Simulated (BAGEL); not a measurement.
# [SiAsNH5]− (SMILES N[SiH-][AsH2]): HF/6-31G(d) (density fitting with qzvpp-jkfit, spherical functions)

What is the energy change on altering one bond length of [SiAsNH5]− at HF/6-31G* (density fitting with qzvpp-jkfit, spherical functions)? 

The calculation is run with BAGEL 1.2.2.

3 further runs of the same task are left out: 3 that didn't finish.

## (1) The system as given

[SiAsNH5]−: 8 atoms, total charge -1, spin state singlet. As SMILES, `N[SiH-][AsH2]`. The shape comes from GFN2-xTB, which is rough for such elements, and wasn't checked as a minimum. This is one conformer, not always the lowest.

Bond lengths: N1–Si2 1.830 Å, Si2–As3 2.343 Å, N1–H4 1.015 Å, N1–H5 1.013 Å, Si2–H6 1.547 Å, As3–H7 1.524 Å, As3–H8 1.538 Å. Angles: N1–Si2–As3 98.9°, N1–Si2–H6 94.7°, As3–Si2–H6 95.3°, Si2–N1–H4 110.1°, Si2–N1–H5 110.2°, Si2–As3–H7 88.8°, Si2–As3–H8 93.0°, H4–N1–H5 105.8°, H7–As3–H8 88.0°.

## (2) The energy at HF/6-31G(d) (density fitting with qzvpp-jkfit, spherical functions)

The input, job.json:

```json
{ "bagel": [

{
  "title": "molecule",
  "basis": "6-31gs.json",
  "df_basis": "qzvpp-jkfit",
  "angstrom": "true",
  "geometry": [
    { "atom": "N", "xyz": [      -0.838070,       0.864470,      -1.043310 ] },
    { "atom": "Si", "xyz": [       0.181640,       0.666620,       0.462990 ] },
    { "atom": "As", "xyz": [       0.693570,      -1.610740,       0.259590 ] },
    { "atom": "H", "xyz": [      -1.797180,       0.592360,      -0.853060 ] },
    { "atom": "H", "xyz": [      -0.876200,       1.839720,      -1.313450 ] },
    { "atom": "H", "xyz": [       1.486170,       1.165940,      -0.201560 ] },
    { "atom": "H", "xyz": [       1.593010,      -1.483900,       1.483590 ] },
    { "atom": "H", "xyz": [      -0.442930,      -2.034460,       1.205200 ] }
  ]
},

{ "title": "hf", "charge": -1 },

{ "title": "print", "file": "orbitals.molden", "orbitals": "true" }

]}
```

The basis set 6-31G* is read from a file made from the Basis Set Exchange's data (not shown).

Run with:

```bash
$ BAGEL_NUM_THREADS=1 BAGEL job.json > job.out
```

Standard output:

```text
* using 1 threads per process

  ===============================================================
  ===============================================================

  *** Geometry ***

  { "atom" : "N", "xyz" : [     -1.583723,      1.633612,     -1.971570 ] },
  { "atom" : "Si", "xyz" : [      0.343250,      1.259729,      0.874924 ] },
  { "atom" : "As", "xyz" : [      1.310657,     -3.043857,      0.490554 ] },
  { "atom" : "H", "xyz" : [     -3.396178,      1.119398,     -1.612050 ] },
  { "atom" : "H", "xyz" : [     -1.655778,      3.476567,     -2.482061 ] },
  { "atom" : "H", "xyz" : [      2.808454,      2.203307,     -0.380893 ] },
  { "atom" : "H", "xyz" : [      3.010353,     -2.804165,      2.803579 ] },
  { "atom" : "H", "xyz" : [     -0.837016,     -3.844572,      2.277498 ] },

  Number of auxiliary basis functions:      561

  Since a DF basis is specified, we compute 2- and 3-index integrals:
    o Being stored without compression. Storage requirement is 0.025 GB

  Number of basis functions:       74
  Number of electrons      :       59

    * METHOD: MOLECULE                             0.31

  *** RHF ***

  === Nuclear Repulsion ===
   237.7025815355

      * DIIS with orbital gradients will be used.

  === RHF iteration (6-31gs.json) ===
      0      -2579.95533201          0.01983951           0.10
      1      -2580.08475434          0.01195303           0.09
      2      -2580.14679572          0.00136575           0.09
      3      -2580.14888291          0.00029802           0.10
      4      -2580.14901380          0.00011649           0.09
      5      -2580.14903476          0.00004238           0.10
      6      -2580.14903785          0.00001456           0.10
      7      -2580.14903832          0.00000389           0.10
      8      -2580.14903835          0.00000128           0.10
      9      -2580.14903835          0.00000055           0.10
     10      -2580.14903835          0.00000017           0.10
     11      -2580.14903835          0.00000005           0.10
     12      -2580.14903835          0.00000002           0.10
     13      -2580.14903835          0.00000001           0.10
    * SCF iteration converged.

    * Permanent dipole moment:
           (    0.278793,     0.894134,     0.245789) a.u.

    * METHOD: HF                                   1.61

    * METHOD: PRINT                                0.01

  ===============================================================
```

It took 2.1 s on 1 thread of Arm Neoverse V2, shared host; peak memory 0.13 GiB.

## (3) The distorted shape

The input, input.json:

```json
{ "bagel": [

{
  "title": "molecule",
  "basis": "6-31gs.json",
  "df_basis": "qzvpp-jkfit",
  "angstrom": true,
  "geometry": [
    { "atom": "N", "xyz": [      -0.973011,       0.845440,      -1.226945 ] },
    { "atom": "Si", "xyz": [       0.046699,       0.647590,       0.279355 ] },
    { "atom": "As", "xyz": [       0.558629,      -1.629770,       0.075955 ] },
    { "atom": "H", "xyz": [      -1.932121,       0.573330,      -1.036695 ] },
    { "atom": "H", "xyz": [      -1.011141,       1.820690,      -1.497085 ] },
    { "atom": "H", "xyz": [       1.351229,       1.146910,      -0.385195 ] },
    { "atom": "H", "xyz": [       1.593010,      -1.483900,       1.483590 ] },
    { "atom": "H", "xyz": [      -0.577871,      -2.053490,       1.021565 ] }
  ]
},

{ "title": "hf", "charge": -1 },

{ "title": "print", "file": "orbitals.molden", "orbitals": true }

]}
```

The basis set 6-31G* is read from a file made from the Basis Set Exchange's data (not shown).

Run with:

```bash
$ BAGEL_NUM_THREADS=1 BAGEL input.json > input.out
```

Standard output:

```text
* using 1 threads per process

  ===============================================================
  ===============================================================

  *** Geometry ***

  { "atom" : "N", "xyz" : [     -1.838724,      1.597650,     -2.318590 ] },
  { "atom" : "Si", "xyz" : [      0.088248,      1.223768,      0.527904 ] },
  { "atom" : "As", "xyz" : [      1.055656,     -3.079819,      0.143534 ] },
  { "atom" : "H", "xyz" : [     -3.651180,      1.083437,     -1.959070 ] },
  { "atom" : "H", "xyz" : [     -1.910780,      3.440605,     -2.829081 ] },
  { "atom" : "H", "xyz" : [      2.553453,      2.167346,     -0.727913 ] },
  { "atom" : "H", "xyz" : [      3.010353,     -2.804165,      2.803579 ] },
  { "atom" : "H", "xyz" : [     -1.092018,     -3.880534,      1.930478 ] },

  Number of auxiliary basis functions:      561

  Since a DF basis is specified, we compute 2- and 3-index integrals:
    o Being stored without compression. Storage requirement is 0.025 GB

  Number of basis functions:       74
  Number of electrons      :       59

    * METHOD: MOLECULE                             0.31

  *** RHF ***

  === Nuclear Repulsion ===
   236.0231820075

      * DIIS with orbital gradients will be used.

  === RHF iteration (6-31gs.json) ===
      0      -2579.94176132          0.01988139           0.10
      1      -2580.07124223          0.01206397           0.09
      2      -2580.13470997          0.00135757           0.09
      3      -2580.13677622          0.00029388           0.09
      4      -2580.13690715          0.00011190           0.09
      5      -2580.13692755          0.00004238           0.09
      6      -2580.13693062          0.00001540           0.09
      7      -2580.13693117          0.00000420           0.09
      8      -2580.13693121          0.00000144           0.09
      9      -2580.13693122          0.00000061           0.09
     10      -2580.13693122          0.00000022           0.09
     11      -2580.13693122          0.00000008           0.09
     12      -2580.13693122          0.00000003           0.09
     13      -2580.13693122          0.00000001           0.09
     14      -2580.13693122          0.00000000           0.09
    * SCF iteration converged.

    * Permanent dipole moment:
           (    0.429534,     0.885101,     0.422896) a.u.

    * METHOD: HF                                   1.64

    * METHOD: PRINT                                0.01

  ===============================================================
```

It took 2.1 s on 1 thread of Arm Neoverse V2, shared host; peak memory 0.13 GiB.

## (4) What came out

Level: HF/6-31G* (density fitting with qzvpp-jkfit, spherical functions).

```
                                                              quantity           value
                                             first shape: total energy  -2580.14904 Eh
                                              first shape: HOMO energy        -1.28 eV
                                              first shape: LUMO energy         8.46 eV
    first shape: HOMO–LUMO gap (to an unbound level, set by the basis)         9.74 eV
                                         distorted shape: total energy  -2580.13693 Eh
                                          distorted shape: HOMO energy        -1.33 eV
                                          distorted shape: LUMO energy         7.95 eV
distorted shape: HOMO–LUMO gap (to an unbound level, set by the basis)         9.28 eV
    energy change with the As3–H7 bond stretched from 1.524 to 1.753 Å        0.329 eV
```

What this shows: With the As3–H7 bond stretched from 1.524 to 1.753 Å the energy rises by 0.33 eV (7.6 kcal/mol). The first shape isn't relaxed at this level, so the change isn't measured from a minimum.
